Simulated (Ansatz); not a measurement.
# ClH₃InOSi radical: small, medium and large basis sets

An exercise on one series of results from a longer session: the logs are not shown, and one member is left open.

Computed with Ansatz 0.2.0, Gaussian basis. Level: one geometry, several basis sets.

The runs, in order: PBE0-D4/def2-SVP; ωB97M-V/def2-SVP; PBE0-D4/def2-QZVPP; ωB97M-V/def2-QZVPP; the functionals' def2-TZVPP values are taken from earlier runs.

## The geometry

All runs share one geometry, relaxed beforehand with PBE0-D4 in a triple-zeta def2 set. In takes the def2 core potential; no spin-orbit term is included.

7 atoms, charge 0, spin multiplicity 2.

Atoms are counted from 1 here; the program's logs count them from 0.

Bond lengths: Si1–O2 1.634 Å, Si1–H5 1.491 Å, Si1–H6 1.486 Å, Si1–H7 1.491 Å, O2–In3 1.993 Å, In3–Cl4 2.351 Å. Angles: O2–Si1–H5 111.6°, O2–Si1–H6 108.5°, O2–Si1–H7 111.6°, H5–Si1–H6 108.8°, H5–Si1–H7 107.5°, H6–Si1–H7 108.8°, Si1–O2–In3 137.3°, O2–In3–Cl4 115.6°.

The first run:

The input, in.yaml:

```yaml
crystal:
  periodic: [false, false, false]
  atoms:
    - {symbol: Si, position_ang: [0.016641, 1.144586, 0.460803]}
    - {symbol: O, position_ang: [0.203740, -0.441612, 0.114498]}
    - {symbol: In, position_ang: [-0.437594, -1.723263, -1.270572]}
    - {symbol: Cl, position_ang: [0.330711, -3.933153, -1.041243]}
    - {symbol: H, position_ang: [0.496203, 2.009490, -0.655325]}
    - {symbol: H, position_ang: [0.803741, 1.457842, 1.681947]}
    - {symbol: H, position_ang: [-1.413431, 1.486119, 0.709903]}
basis:
  gaussian: {orbitals: def2-SVP}
magnetization: {spin_polarized: true, initial_magnetization: 1}
hamiltonian: {xc: pbe0, dispersion: d4}
output: {orbitals: {seedname: orbitals}}
```

Among the steps run: PBE0-D4 in def2-SVP; ωB97M-V in def2-SVP; PBE0-D4 in def2-QZVPP; ωB97M-V in def2-QZVPP.

One of the session's tables, all rows but one given; the rest of the session is left out.

It belongs to the step «Functionals by basis». 

```
functional       basis  HOMO (eV)  LUMO (eV)
   PBE0-D4    def2-SVP          ?          ?
   PBE0-D4  def2-TZVPP      -7.04      -4.32
   PBE0-D4  def2-QZVPP      -7.06      -4.34
   ωB97M-V    def2-SVP      -8.97      -2.53
   ωB97M-V  def2-TZVPP      -9.10      -2.66
   ωB97M-V  def2-QZVPP      -9.12      -2.71
```

Q: Estimate the row for PBE0-D4, def2-SVP from the others.

The run gave: HOMO (eV): -6.95; LUMO (eV): -4.24. In the column «HOMO (eV)» it is the highest.
